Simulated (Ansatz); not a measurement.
# Zr3SiF2: the cost of one run

Program: Ansatz 0.2.0. Level of theory: DFT PBE, scalar-relativistic, plane waves, PAW. These are calculated values, not measurements.

## (1) Starting point

Symmetry: P-3m1, No. 164, trigonal system. The conventional cell has a = 4.566 Å, b = 4.566 Å, c = 5.445 Å, α = 90.00°, β = 90.00°, γ = 120.00°. Zr (site symmetry 3m) has 5 F at 2.64 to 2.75 Å and 3 Si at 2.91 Å and 3 Zr at 3.02 Å as nearest neighbours. Around Zr (site symmetry -3m) lie 2 Si at 2.72 Å and 6 F at 2.93 Å and 6 Zr at 3.02 Å. Si (site symmetry -3m) has 8 Zr at 2.72 to 2.91 Å as nearest neighbours. F (site symmetry 3m) is surrounded by 8 Zr at 2.64 to 2.93 Å.

As a file:

```
CELL_PARAMETERS angstrom
4.56559 0.00000 0.00000
-2.28280 3.95392 0.00000
0.00000 0.00000 5.44497
ATOMIC_POSITIONS crystal
Zr 0.33333 0.66667 0.72830
Zr 0.66667 0.33333 0.27170
Zr 0.00000 0.00000 0.00000
Si 0.00000 0.00000 0.50000
F 0.33333 0.66667 0.23351
F 0.66667 0.33333 0.76649
```

The cell is invented: species swapped into a database cell of Ti3NbAl2 (P-3m1, No. 164), with Zr on the Ti sites, F on the Al sites and Si on the Nb sites. The dimensions are guesses.

## (2) Probe: one point on a coarse mesh

File input.yaml:

```yaml
crystal:
  lattice:
    - [4.56559309, 0.0, 0.0]
    - [-2.28279655, 3.9539196, 0.0]
    - [0.0, 0.0, 5.44496854]
  atoms:
    - { symbol: Zr, position: [0.33333333, 0.66666667, 0.72829688] }
    - { symbol: Zr, position: [0.66666667, 0.33333333, 0.27170312] }
    - { symbol: Zr, position: [0.0, 0.0, 0.0] }
    - { symbol: Si, position: [0.0, 0.0, 0.5] }
    - { symbol: F, position: [0.33333333, 0.66666667, 0.23351306] }
    - { symbol: F, position: [0.66666667, 0.33333333, 0.76648694] }
basis:
  ecutwfc: 420
kpoints:
  mp_grid: { grid: [6, 6, 4] }
hamiltonian:
  xc: pbe
scf:
  occupations: { method: gaussian, width: 0.1 }
  lower_state_search: "off"
output:
  forces: true
  stress: true
  eigenvalues: true
```

Started as:

```bash
> ansatz run input.yaml --threads 1 --pin off --max-ram 2560MiB --backend cpu --events-out ev --progress --plain --runs-dir out
```

What time and memory should one allow on 1 thread of AMD EPYC 7R43 (Zen 3), shared host?

About 11 s, with a peak of 0.44 GiB.
